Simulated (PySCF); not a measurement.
# WOCl₂: structure of the triplet

Aim: relax WOCl₂ as a triplet from a T-shaped (ligand arrangement 1) start, check by its vibrations whether the end is a minimum, and collect its spectrum and constants.

Method: PBE0, basis W def2-TZVP with ECP60, O def2-TZVP, Cl def2-TZVP, scalar-relativistic core potentials, no spin–orbit coupling, density fitting; program: PySCF 2.14.0.

### 1 Starting geometry

4 atoms, charge 0, spin multiplicity 3.

Bond lengths: W1–O2 1.770 Å, W1–Cl3 2.360 Å, W1–Cl4 2.360 Å. Angles: O2–W1–Cl3 88.0°, O2–W1–Cl4 176.0°, Cl3–W1–Cl4 88.0°.

Z-matrix (Å, degrees; charge 0 multiplicity 3):
```
W
O  1 1.7700
Cl 1 2.3600 2 88.00
Cl 1 2.3600 3 88.00 2 180.00
```

### 2 Finding the electronic state

One driver script runs all steps and calls PySCF; scf.py shows how it sets up the SCF of each step. The optimiser is the driver's own. After this first run the driver tries any further starts and a stability analysis.

scf.py reads:

```python
from pyscf import gto, scf, dft
mol = gto.M(atom='''
W      0.000000     0.000000     0.000000
O     -1.768900     0.000000     0.061800
Cl     0.000000     0.000000     2.360000
Cl     2.358600     0.000000     0.082400''',
    basis={'W': 'def2-TZVP', 'O': 'def2-TZVP', 'Cl': 'def2-TZVP'},
    ecp={'W': 'def2-TZVP'},
    charge=0, spin=2)
mf = dft.UKS(mol, xc='PBE0')
mf.grids.atom_grid = (50, 194)
aux = {'W': 'def2-universal-JKFIT', 'O': 'def2-universal-JKFIT', 'Cl': 'def2-universal-JKFIT'}
mf = mf.density_fit(auxbasis=aux)
mf.conv_tol = 1e-08
mf.diis_space = 10
mf.max_cycle = 60
mf.init_guess = 'minao'
mf.verbose = 4
mf.kernel()
```

On the command line:

```sh
> OMP_NUM_THREADS=4 python axn.py task.json out
```

Further steps of the session: Relaxing the triplet from the T-shaped (ligand arrangement 1) start; Vibrations and properties at this point.

Before running it: what results should come out? Wanted: minimum; geometry; wavenumbers; dipole moment; highest occupied, lowest empty level; polar-tensor charge of W1; zero-point energy; atomisation energy; ⟨S²⟩.

As calculated:

```
                                          quantity                                                               value
                                           minimum                                                        triplet, C2v
                                          geometry  W–Cl 2.273 Å (×2), W–O 1.677 Å; Cl–W–Cl 122.2°, Cl–W–O 118.9° (×2)
                                wavenumbers (cm⁻¹)         101 (a1), 109 (b1), 188 (b2), 398 (a1), 414 (b2), 1065 (a1)
                                     dipole moment                                                              0.68 D
highest occupied, lowest empty level (either spin)                                                     -6.92, -3.40 eV
                         polar-tensor charge of W1                                                             +1.75 e
                                 zero-point energy                                                         13.6 kJ/mol
                               entropy at 298.15 K                                                     344.4 J/(mol K)
         atomisation energy (no zero-point energy)                                                         1582 kJ/mol
                                              ⟨S²⟩                                                               2.019
```

**Reading.** From Cs at the start the molecule goes to a C2v minimum. In the infrared the band at 1065 cm⁻¹ (a1, stretch) leads. Most of the spin sits on W1 (Mulliken spin 2.11, against 2 for the whole molecule). Only this shape and spin were tried, so other structures or states may lie lower. One determinant may miss the lowest occupation of an open d or f shell. Spin–orbit coupling, left out here, can matter for elements this heavy.
